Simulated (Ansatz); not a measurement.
**C₃H₁₁AlOS: how energies converge with the basis set**

How large a basis does C₃H₁₁AlOS need? Two functionals are run in growing sets.

Program: Ansatz 0.2.0, Gaussian basis. Level of theory: one geometry, several basis sets. These are calculated values, not measurements.

The runs, in order: PBE0-D4/def2-SVP; ωB97M-V/def2-SVP; PBE0-D4/def2-QZVPP; ωB97M-V/def2-QZVPP; the functionals' def2-TZVPP values are taken from earlier runs.

### Step 1. Structure used throughout

All runs share one geometry, relaxed beforehand with PBE0-D4 in a triple-zeta def2 set.

SMILES `C[O][Al-]([CH3])([CH3])[SH2+]`, 17 atoms, charge 0, spin multiplicity 1.

Atoms are counted from 1 here; the program's logs count them from 0.

Bond lengths: C1–O2 1.389 Å, C1–H7 1.100 Å, C1–H8 1.100 Å, C1–H9 1.097 Å, O2–Al3 1.717 Å, Al3–C4 1.966 Å, Al3–C5 1.954 Å, Al3–S6 2.635 Å, C4–H10 1.095 Å, C4–H11 1.095 Å, C4–H12 1.096 Å, C5–H13 1.094 Å, C5–H14 1.095 Å, C5–H15 1.095 Å, S6–H16 1.343 Å, S6–H17 1.344 Å. Angles: O2–C1–H7 113.1°, O2–C1–H8 111.2°, O2–C1–H9 110.5°, H7–C1–H8 107.5°, H7–C1–H9 107.3°, H8–C1–H9 107.0°, C1–O2–Al3 131.4°, O2–Al3–C4 117.6°, O2–Al3–C5 115.4°, O2–Al3–S6 93.2°, C4–Al3–C5 122.5°, C4–Al3–S6 99.1°, C5–Al3–S6 98.4°, Al3–C4–H10 113.3°, Al3–C4–H11 111.9°, Al3–C4–H12 110.8°, H10–C4–H11 107.5°, H10–C4–H12 106.6° and more.

### Step 2. PBE0-D4 in def2-SVP

Contents of in.yaml:

```yaml
crystal:
  periodic: [false, false, false]
  atoms:
    - {symbol: C, position_ang: [1.408017, 2.019843, 0.376146]}
    - {symbol: O, position_ang: [1.058108, 1.012132, -0.513620]}
    - {symbol: Al, position_ang: [0.161839, -0.435924, -0.294003]}
    - {symbol: C, position_ang: [-0.170083, -1.032272, 1.549791]}
    - {symbol: C, position_ang: [0.171562, -1.667552, -1.811205]}
    - {symbol: S, position_ang: [-2.144219, 0.745828, -0.771167]}
    - {symbol: H, position_ang: [1.237970, 1.744582, 1.427752]}
    - {symbol: H, position_ang: [0.838605, 2.940205, 0.179308]}
    - {symbol: H, position_ang: [2.470278, 2.272419, 0.272875]}
    - {symbol: H, position_ang: [-0.434798, -0.214322, 2.227800]}
    - {symbol: H, position_ang: [-0.973851, -1.774452, 1.600766]}
    - {symbol: H, position_ang: [0.721861, -1.510674, 1.969744]}
    - {symbol: H, position_ang: [0.184789, -1.133775, -2.765841]}
    - {symbol: H, position_ang: [1.059845, -2.308054, -1.790255]}
    - {symbol: H, position_ang: [-0.696549, -2.335030, -1.813094]}
    - {symbol: H, position_ang: [-1.959642, 1.668966, 0.187044]}
    - {symbol: H, position_ang: [-2.952731, 0.007581, 0.008161]}
basis:
  gaussian: {orbitals: def2-SVP}
hamiltonian: {xc: pbe0, dispersion: d4}
output: {orbitals: {seedname: orbitals}}
```

Started as:

```
ansatz run in.yaml --threads 8 --pin off --events-out ev --progress --plain --max-ram 18278MiB
```

Further steps of the session: ωB97M-V in def2-SVP; PBE0-D4 in def2-QZVPP; ωB97M-V in def2-QZVPP.

Before running them: what should the planned runs give, taken together? Wanted: PBE0-D4: double and triple zeta above quadruple; ωB97M-V: double and triple zeta above quadruple.

**Answer**, as computed:

| quantity | value |
| --- | --- |
| PBE0-D4: double and triple zeta above quadruple | 13.11, 0.86 eV |
| ωB97M-V: double and triple zeta above quadruple | 13.34, 0.83 eV |

**Reading.** PBE0-D4 gains 12.25 eV from double to triple zeta, then 0.86 eV more. These are total energies; as a rule much of such shifts cancels in differences, which this series doesn't test. The LUMO of ωB97M-V is positive and keeps falling with the basis (1.96 to 0.91 eV): an unbound level that the basis holds in place.
